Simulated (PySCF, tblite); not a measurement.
# C6H8O2Si2: geometry, infrared bands and NMR shifts

Wanted: the infrared bands and NMR shifts of C6H8O2Si2 (`C#C[Si@H]1C=C(C(C)=O)[SiH2]O1`), by calculation.

Computed with tblite 0.8.0 and PySCF 2.14.0, with density-fitted response routines of our own, on a single molecule in the gas phase. Atoms count from 0, in the outputs and in this text.

**1. The molecule as given**

18 atoms, charge 0, multiplicity 1; geometry from: force field or distance geometry start.

Bonds of the start (Å): C0–C1 1.20, C1–Si2 1.87, Si2–C3 1.92, C3–C4 1.36, C4–C5 1.49, C5–C6 1.51, C5–O7 1.22, C4–Si8 1.90, Si8–O9 1.71, O9–Si2 1.71, C0–H10 1.06, Si2–H11 1.48, C3–H12 1.07, C6–H13 1.09, C6–H14 1.09, C6–H15 1.09, Si8–H16 1.48, Si8–H17 1.48.

**2. Geometry optimisation with GFN2-xTB**

The job: settings as JSON, then the geometry in Å.

```
{"job": {"kind": "relax", "xc": "GFN2-xTB", "basis": "xTB"}, "charge": 0, "multiplicity": 1}
C      4.064700     0.523700    -1.156900
C      3.191400     0.363800    -0.343900
Si     1.865300     0.088200     0.941400
C      0.172300     0.690400     0.271200
C     -0.758500    -0.299000     0.204500
C     -2.161000    -0.157500    -0.281600
C     -2.619500     1.203500    -0.746100
O     -2.909100    -1.118700    -0.287800
Si    -0.140800    -2.003300     0.760200
O      1.455000    -1.555700     1.175700
H      4.817800     0.668100    -1.886700
H      2.132900     0.734900     2.242200
H      0.056900     1.725300     0.026800
H     -2.563000     1.916300     0.078700
H     -2.017000     1.546100    -1.585100
H     -3.663800     1.134700    -1.061100
H     -0.833500    -2.467800     1.988300
H     -0.098900    -2.986900    -0.351500
```

The run is started by

```
> OMP_NUM_THREADS=1 python probes_run.py task.json out
```

The driver reads the jobs from task.json and runs them one after another.

**Question.** This job is followed by: GFN2-xTB harmonic vibrations, gas phase; GIAO PBE0/pcSseg-1 NMR shielding, non-relativistic, gas phase. Predict these results of the whole session: strongest single infrared mode (GFN2-xTB); zero-point energy (GFN2-xTB); 13C shifts against TMS (PBE0/pcSseg-1); 1H shifts against TMS (PBE0/pcSseg-1, means over atoms taken as alike); 29Si shifts against TMS (PBE0/pcSseg-1); 17O shifts against H2O (PBE0/pcSseg-1).

As calculated:

```
                                                              quantity                                       value
                             strongest single infrared mode (GFN2-xTB)                       2326 cm⁻¹, 463 km/mol
                                          zero-point energy (GFN2-xTB)                               72.9 kcal/mol
                                13C shifts against TMS (PBE0/pcSseg-1)  204.6, 172.4, 164.2, 103.7, 88.1, 28.2 ppm
1H shifts against TMS (PBE0/pcSseg-1, means over atoms taken as alike)      7.68, 5.49, 5.38, 5.34, 2.47, 2.08 ppm
                               29Si shifts against TMS (PBE0/pcSseg-1)                            -11.5, -24.9 ppm
                                17O shifts against H2O (PBE0/pcSseg-1)                             696.0, 36.6 ppm
```

**Reading.** The optimisation took 62 steps and gained 0.229 eV; among the close pairs (by a distance rule), Si2–O9 changed most, from 1.710 to 1.638 Å. All 48 modes are real, so the xTB geometry is a minimum. The strongest single mode, at 2326 cm⁻¹, moves mainly H16. GFN2-xTB is a fitted tight-binding method: band positions and strengths are rough. Its intensities can rank the bands wrongly. C5 (ketone carbonyl carbon) lies farthest downfield among carbon, at 204.6 ppm; low-lying n→π* states of the double bond to the heteroatom give a large paramagnetic term (-266 ppm). The most deshielded hydrogen is H12 (hydrogen on a β carbon of a C=C–C=O unit), at 7.68 ppm: olefinic region. At PBE0/pcSseg-1: Shielding is most anisotropic at O7 (span 1258 ppm, paramagnetic term -760 ppm).
